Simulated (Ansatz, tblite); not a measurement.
# The cluster Cd₅CuI₄S₄: a ladder of methods and basis sets

Aim: run the doublet of the cluster Cd₅CuI₄S₄ at one geometry on many levels, and compare frontier levels, spin and run time.

Computed with Ansatz 0.2.0, Gaussian basis. Level: as each input shows.

Plan: GFN1-xTB, GFN2-xTB, PBE-D4/def2-TZVP, r2SCAN-D4/def2-TZVP, PBE-QIDH/def2-TZVP, revPBE-D4/def2-TZVP, BHLYP-D4/def2-TZVP, LC-ωPBE(0.10)/def2-SVP, LC-ωPBE(0.15)/def2-SVP, LC-ωPBE(0.20)/def2-SVP, LC-ωPBE(0.30)/def2-SVP, PBE-D4/def2-SVP, PBE0-D4/def2-SVP, MP2/def2-SVP, RPA/def2-SVP.

1 further run of the same task is left out (set aside as unsound or not needed).

## Step 1: The relaxed structure

The doublet was relaxed beforehand with PBE-D4/def2-SVP.

14 atoms, charge 0, spin multiplicity 2.

Bond lengths: Cu1–S7 2.230 Å, Cu1–S8 2.275 Å, Cu1–I11 2.634 Å, Cd2–S7 2.624 Å, Cd2–S9 2.682 Å, Cd2–I11 2.935 Å, Cd2–I12 2.696 Å, Cd3–S7 2.513 Å, Cd3–S10 2.650 Å, Cd3–I13 2.975 Å, Cd3–I14 2.930 Å, Cd4–S8 2.479 Å, Cd4–S10 2.636 Å, Cd4–I13 2.773 Å, Cd5–S9 2.450 Å, Cd5–S10 2.670 Å, Cd5–I14 2.774 Å, Cd6–S8 2.533 Å and more. Angles: S7–Cu1–S8 148.6°, S7–Cu1–I11 95.8°, S8–Cu1–I11 110.8°, S7–Cd2–S9 114.7°, S7–Cd2–I11 81.0°, S7–Cd2–I12 119.8°, S9–Cd2–I11 97.9°, S9–Cd2–I12 107.5°, I11–Cd2–I12 133.3°, S7–Cd3–S10 116.5°, S7–Cd3–I13 105.0°, S7–Cd3–I14 110.9°, S10–Cd3–I13 93.2°, S10–Cd3–I14 94.3°, I13–Cd3–I14 135.0°, S8–Cd4–S10 101.5°, S8–Cd4–I13 144.9°, S10–Cd4–I13 98.3° and more.

Cd, I take a core potential in the def2 sets. No spin-orbit coupling is included.

PBE0-D4/def2-TZVP was run before; its log isn't repeated, and its numbers join the tables.

## Step 2: GFN1-xTB

Tight binding, by tblite at 300 K electronic temperature and without a spin-polarisation term:

```python
tblite.interface.Calculator('GFN1-xTB', numbers, positions, charge=0, uhf=1).singlepoint()
```

Energy -1080.0175 eV; 0.066 s.

## Step 3: GFN2-xTB

Tight binding, by tblite at 300 K electronic temperature and without a spin-polarisation term:

```python
tblite.interface.Calculator('GFN2-xTB', numbers, positions, charge=0, uhf=1).singlepoint()
```

Energy -967.8845 eV; 0.11 s.

## Step 4: PBE-D4/def2-TZVP

start.molden holds the orbitals of an earlier run on this state, given as this run's starting guess.

in.yaml

```yaml
crystal:
  periodic: [false, false, false]
  atoms:
    - {symbol: Cu, position_ang: [0.321215, -2.092064, 0.539708]}
    - {symbol: Cd, position_ang: [0.454256, -0.586992, -2.405604]}
    - {symbol: Cd, position_ang: [-1.836551, 0.728147, 0.658599]}
    - {symbol: Cd, position_ang: [-0.261937, -0.454152, 3.113798]}
    - {symbol: Cd, position_ang: [0.398113, 2.506465, -0.692536]}
    - {symbol: Cd, position_ang: [2.045420, 0.132445, 0.845365]}
    - {symbol: S, position_ang: [-1.381361, -1.342717, -0.690287]}
    - {symbol: S, position_ang: [1.647805, -1.849467, 2.372064]}
    - {symbol: S, position_ang: [2.278157, 1.113960, -1.420409]}
    - {symbol: S, position_ang: [0.242856, 1.822515, 1.884204]}
    - {symbol: I, position_ang: [1.690508, -3.082892, -1.480702]}
    - {symbol: I, position_ang: [-0.276060, 0.326362, -4.834856]}
    - {symbol: I, position_ang: [-3.026654, -0.255121, 3.201415]}
    - {symbol: I, position_ang: [-2.295787, 3.033513, -1.090760]}
basis:
  gaussian: {orbitals: def2-TZVP, fitting: {mean_field: def2-universal-jkfit}, initial_orbitals: start.molden}
magnetization: {spin_polarized: true, initial_magnetization: 1}
hamiltonian: {xc: pbe, dispersion: d4}
scf: {omitted_lower_state_checks: [starts]}
output: {forces: true, orbitals: {seedname: orbitals}}
```

Started as:

```bash
ansatz run in.yaml --threads 2 --pin off --events-out ev --progress --plain --max-ram 32768MiB --backend cuda --devices 0, --max-vram 18GiB
```

After this run come: r2SCAN-D4/def2-TZVP; PBE-QIDH/def2-TZVP; revPBE-D4/def2-TZVP; BHLYP-D4/def2-TZVP; LC-ωPBE(0.10)/def2-SVP; LC-ωPBE(0.15)/def2-SVP; LC-ωPBE(0.20)/def2-SVP; LC-ωPBE(0.30)/def2-SVP; PBE-D4/def2-SVP; PBE0-D4/def2-SVP; MP2/def2-SVP; RPA/def2-SVP.

Q: Predict the results of all the runs planned. Wanted: gap in def2-TZVP, named functionals, smallest and largest; gap over the ω; correlation energy, MP2/def2-SVP; binding an atom, functionals in def2-TZVP; ⟨S²⟩ in def2-TZVP, named functionals, smallest and largest; PBE0 total energy, smallest basis above largest.

The runs gave:

| quantity | value |
| --- | --- |
| gap in def2-TZVP, named functionals, smallest and largest | 0.11 eV (PBE-D4), 3.42 eV (BHLYP-D4) |
| gap over the ω (1/bohr) | 2.43 eV at 0.1, 4.82 eV at 0.3 |
| correlation energy, MP2/def2-SVP | -84.88 eV |
| binding an atom, functionals in def2-TZVP | 1.91 (BHLYP-D4) to 2.14 eV (r2SCAN-D4) |
| ⟨S²⟩ in def2-TZVP, named functionals, smallest and largest | 0.752, 0.765 |
| PBE0 total energy, smallest basis above largest | 27.43 eV (def2-SVP, def2-TZVP) |

What this shows: Orbital gaps of the named functionals in def2-TZVP span 0.11 eV (PBE-D4) to 3.42 eV (BHLYP-D4); exact exchange widens it. Raising the ω (1/bohr) from 0.1 to 0.3 moves the HOMO by -1.61 eV and the LUMO by +0.79 eV. Over the named functionals in def2-TZVP spin contamination reaches 0.01 (BHLYP-D4), which is small.
